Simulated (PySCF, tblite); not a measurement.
# C5HClF2OS: geometry, infrared bands and NMR shifts

Aim: predict the infrared bands and NMR shifts of C5HClF2OS (`O=C(F)c1sc(Cl)cc1F`).

Programs: tblite 0.8.0 and PySCF 2.14.0, with density-fitted response routines of our own. Each step states its level of theory. These are calculated values for one molecule in the gas phase, unless marked as measured. Atoms are numbered from 0 throughout.

**1. Starting geometry**

11 atoms, charge 0, multiplicity 1; geometry from: force field or distance geometry start.

Bonds of the start (Å): O0–C1 1.26, C1–F2 1.34, C1–C3 1.46, C3–S4 1.72, S4–C5 1.77, C5–Cl6 1.77, C5–C7 1.35, C7–C8 1.35, C8–F9 1.39, C8–C3 1.35, C7–H10 1.10.

**2. Relaxing the molecule with GFN2-xTB**

The job: settings as JSON, then the geometry in Å.

```
{"job": {"kind": "relax", "xc": "GFN2-xTB", "basis": "xTB"}, "charge": 0, "multiplicity": 1}
O     -2.669500    -1.638400    -0.126100
C     -2.175200    -0.483000    -0.014300
F     -2.938100     0.610100     0.145800
C     -0.719300    -0.327400    -0.031300
S      0.401100    -1.627500    -0.192900
C      1.824600    -0.574700    -0.116300
Cl     3.527400    -1.031800    -0.212900
C      1.351800     0.684300     0.048100
C      0.004300     0.803000     0.093000
F     -0.622300     2.034800     0.254200
H      2.020500     1.553400     0.126900
```

Launch:

```
> OMP_NUM_THREADS=1 python probes_run.py task.json out
```

One launch serves the whole session: the jobs run in the order shown.

**Question.** This job is followed by: GFN2-xTB harmonic vibrations, gas phase; GIAO PBE0/pcSseg-1 NMR shielding, non-relativistic, gas phase. Predict these results of the whole session: strongest single infrared mode (GFN2-xTB); zero-point energy (GFN2-xTB); 13C shifts against TMS (PBE0/pcSseg-1); 1H shifts against TMS (PBE0/pcSseg-1); 17O shifts against H2O (PBE0/pcSseg-1); 19F shifts against CFCl3 (PBE0/pcSseg-1); 33S shifts against CS2 (PBE0/pcSseg-1); 35Cl shifts against HCl (PBE0/pcSseg-1).

The runs gave:

```
                                 quantity                                  value
strongest single infrared mode (GFN2-xTB)                  1813 cm⁻¹, 582 km/mol
             zero-point energy (GFN2-xTB)                          30.8 kcal/mol
   13C shifts against TMS (PBE0/pcSseg-1)  169.8, 159.9, 158.0, 124.9, 116.6 ppm
    1H shifts against TMS (PBE0/pcSseg-1)                               6.86 ppm
   17O shifts against H2O (PBE0/pcSseg-1)                              425.6 ppm
 19F shifts against CFCl3 (PBE0/pcSseg-1)                       29.8, -105.5 ppm
   33S shifts against CS2 (PBE0/pcSseg-1)                                241 ppm
  35Cl shifts against HCl (PBE0/pcSseg-1)                                249 ppm
```

**Reading.** Relaxing lowered the energy by 0.661 eV in 28 steps; the close pair that moved most is O0–C1, from 1.262 to 1.185 Å. No mode is imaginary among the 27: a minimum at this level. The strongest single mode, at 1813 cm⁻¹, moves mainly C1 and O0. Unscaled tight-binding wavenumbers are off by several per cent, some by more. Its intensities can rank the bands wrongly. At PBE0/pcSseg-1: The largest span, 551 ppm, is at O0, where the paramagnetic term is -489 ppm. NICS(1)zz of -19 ppm above the planar ring from C3 marks a diatropic (aromatic) ring current.
